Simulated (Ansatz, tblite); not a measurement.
# The cluster ReAu₆−: isomers from a random search

The task here is to estimate one member of a computed series from the others.

Computed with Ansatz 0.2.0, Gaussian basis. Level: relaxed with B3LYP-D4/def2-SVPD, singlet.

4 further runs of the same task are left out: 4 set aside as unsound or not needed. Runs told in other sessions of the task aren't counted.

### Starting geometry

7 atoms, charge -1, spin multiplicity 1.

Atoms are counted from 1 here; the program's logs count them from 0.

Bond lengths: Re1–Au2 2.493 Å, Re1–Au3 2.493 Å, Re1–Au4 2.487 Å, Re1–Au5 2.488 Å, Re1–Au6 2.489 Å, Re1–Au7 2.488 Å, Au2–Au6 3.065 Å, Au2–Au7 3.066 Å, Au3–Au4 3.066 Å, Au3–Au5 3.062 Å, Au4–Au6 3.080 Å, Au5–Au7 3.080 Å. Angles: Au2–Re1–Au3 179.7°, Au2–Re1–Au4 104.0°, Au2–Re1–Au5 103.9°, Au2–Re1–Au6 75.9°, Au2–Re1–Au7 76.0°, Au3–Re1–Au4 76.0°, Au3–Re1–Au5 75.9°, Au3–Re1–Au6 104.3°, Au3–Re1–Au7 104.0°, Au4–Re1–Au5 103.8°, Au4–Re1–Au6 76.5°, Au4–Re1–Au7 179.7°, Au5–Re1–Au6 179.7°, Au5–Re1–Au7 76.5°, Au6–Re1–Au7 103.2°, Re1–Au2–Au6 52.0°, Re1–Au2–Au7 51.9°, Au6–Au2–Au7 79.0° and more.

Au, Re take a core potential in the def2 sets. No spin-orbit coupling is included. The ion is computed in the gas phase, without counter-ions or solvent.

A search from random starts with GFN1-xTB found 16 distinct shapes; 2 go on here. The structure above is candidate A, which lies 0.00 eV above the lowest at that level; B lies 0.04 eV above the lowest at that level.

The first run:

in.yaml

```yaml
crystal:
  periodic: [false, false, false]
  atoms:
    - {symbol: Re, position_ang: [-0.001600, -0.001190, -0.000890]}
    - {symbol: Au, position_ang: [2.058030, -1.106840, 0.864260]}
    - {symbol: Au, position_ang: [-2.056650, 1.104980, -0.876150]}
    - {symbol: Au, position_ang: [-1.583520, -1.882900, -0.376520]}
    - {symbol: Au, position_ang: [0.625360, 0.713810, -2.300390]}
    - {symbol: Au, position_ang: [-0.618400, -0.710540, 2.303470]}
    - {symbol: Au, position_ang: [1.576780, 1.882690, 0.386210]}
basis:
  gaussian: {orbitals: def2-SVPD}
total_charge: -1
hamiltonian: {xc: {name: B3LYP}, dispersion: d4}
scf: {lower_state_search: "off"}
output: {orbitals: {seedname: orbitals}}
relax: {f_tol: 0.02, max_steps: 100}
```

The run is started by

```console
$ ansatz run in.yaml --threads 4 --pin off --events-out ev --progress --plain --max-ram 4787MiB
```

Steps of the session up to this table: Relaxing candidate A; Relaxing candidate B; Candidate B, first pass, PBE-D4/def2-SVP; Candidate B, PBE0-D4/def2-TZVPD; Candidate B, PBE-D4/def2-TZVPD; Candidate B, r2SCAN-D4/def2-TZVPD; Candidate B, PBE-QIDH/def2-TZVPD; Candidate B, B2PLYP/def2-TZVPD; Candidate B, r2SCAN0-D4/def2-TZVPD; Candidate B, MP2/def2-TZVPD; Candidate B, RPA/def2-TZVPD.

One of the session's tables, all rows but one given; the rest of the session is left out.

It belongs to the step «B against A». 

```
                level  B above A (eV)
             GFN1-xTB          +0.104
        HF/def2-TZVPD          +0.031
    PBE-D4/def2-TZVPD          +0.058
 r2SCAN-D4/def2-TZVPD          +0.060
   PBE0-D4/def2-TZVPD               ?
r2SCAN0-D4/def2-TZVPD          +0.059
    B2PLYP/def2-TZVPD          +0.062
  PBE-QIDH/def2-TZVPD          +0.068
       RPA/def2-TZVPD          +0.044
       MP2/def2-TZVPD          +0.070
```

Estimate the missing values for PBE0-D4/def2-TZVPD.

**Answer.** B above A (eV): +0.061. In the column «B above A (eV)» it lies between r2SCAN-D4/def2-TZVPD (+0.060) and B2PLYP/def2-TZVPD (+0.062).

Limits of these values: A random search of this size may have missed the true lowest shape. Only singlets are compared; another spin may lie lower and prefer another shape.
